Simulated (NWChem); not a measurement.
# AuF (SMILES [F][Au]): PBE0/def2-SVP (core potential)

What is the electronic atomisation energy of AuF at PBE0/def2-SVP (core potential)? 

Program for the calculation: NWChem 7.3.0.

3 further runs of the same task are left out: 3 that didn't finish.

## Step 1: The system as given

The species is AuF (2 atoms), meant as a singlet with charge 0. As SMILES, `[F][Au]`. Geometry: relaxed at PBE0-D4/def2-TZVP.

Bond lengths: F1–Au2 1.939 Å.

## Step 2: A single-point energy at PBE0/def2-SVP (core potential)

Input file m1.nw:

```
start m1
memory 2200 mb

geometry noautosym nocenter noautoz
  F      0.839700    -0.327100     0.415300
  Au    -0.810300     0.267000    -0.411300
end

basis spherical bse
  * library def2-SVP
end

ecp bse
  Au library def2-SVP
end

dft
  xc pbe0
  grid medium
  convergence energy 1e-08
  maxiter 100
  mulliken
  noprint "final vectors analysis"
end

task dft energy
```

On the command line:

```sh
nwchem m1.nw > m1.out
```

What it wrote:

```text
[...]
          Wavefunction type:  closed shell.
          No. of atoms     :     2
          No. of electrons :    28
[...]
          Charge           :     0
          Spin multiplicity:     1
[...]
          AO basis - number of functions:    46
[...]
              XC Information
              --------------
                         PBE0 Method XC Functional
                     Hartree-Fock (Exact) Exchange  0.250
          PerdewBurkeErnzerhof Exchange Functional  0.750
            Perdew 1991 LDA Correlation Functional  1.000 local
           PerdewBurkeErnz. Correlation Functional  1.000 non-local
[...]
 d= 0,ls=0.0,diis     1   -235.2813478626 -2.82D+02  3.84D-02  4.65D-01     0.4
[...]
 d= 0,ls=0.0,diis     8   -235.3451134803 -7.51D-09  9.41D-06  3.84D-07     2.2
         Total DFT energy =     -235.345113480342
      One electron energy =     -471.451091407338
           Coulomb energy =      212.628935137765
    Exchange-Corr. energy =      -23.197185953767
 Nuclear repulsion energy =       46.674228742996
[...]
      Total Density - Mulliken Population Analysis
     ---------------------------------------------
    Atom       Charge   Shell Charges
 -----------   ------   -------------------------------------------------------
    1 F    9     9.40   1.99  1.13  0.85  3.28  2.15  0.00
    2 Au  19    18.60   0.07 -0.47  1.84  0.57  0.57  0.13  5.61  0.43  0.10  8.46  1.29  0.01
[...]
```

It took 2.8 s on 1 thread of Intel Xeon Platinum 8488C (Sapphire Rapids), shared host; peak memory 0.11 GiB.

## Step 3: The Au atom, same level

Input file nw.nw:

```
echo
start nw
memory stack 880 mb heap 220 mb global 1100 mb
charge 0
geometry units angstroms noautosym nocenter noautoz
  Au     0.000000     0.000000     0.000000
end
basis spherical bse
  * library def2-SVP
end
ecp bse
  Au library def2-SVP
end
dft
  xc pbe0
  mult 2
  grid medium
  convergence energy 1e-08
  maxiter 100
  mulliken
  print low
end
task dft energy
```

Run the same way, it converges to -135.69676 Eh (log not shown).

## Step 4: The F atom at the same level

Input file f.xyz:

```xyz
1
F
F      0.000000     0.000000     0.000000
```

Input file f.nw:

```
start f
title "F"
memory stack 880 mb heap 220 mb global 1100 mb

geometry units angstroms noautosym nocenter noautoz
  load f.xyz
end

basis spherical bse
  * library def2-SVP
end

dft
  xc pbe0
  mult 2
  grid medium
  convergence energy 1e-08
  iterations 100
  mulliken
  print low
end

task dft energy
```

Run the same way, it converges to -99.54906 Eh (log not shown).

## Step 5: Summary of results

Level: PBE0/def2-SVP (core potential).

| quantity | value |
| --- | --- |
| molecule: total energy | -235.34511 Eh |
| molecule: dipole moment | 4.03 D |
| Au atom: total energy | -135.69676 Eh |
| Au atom: ⟨S²⟩ | 0.751 |
| F atom: total energy | -99.54906 Eh |
| F atom: ⟨S²⟩ | 0.751 |
| electronic atomisation energy | 2.702 eV |

Taking the molecule apart into free atoms costs 2.70 eV (261 kJ/mol), before zero-point energy and without spin-orbit coupling.
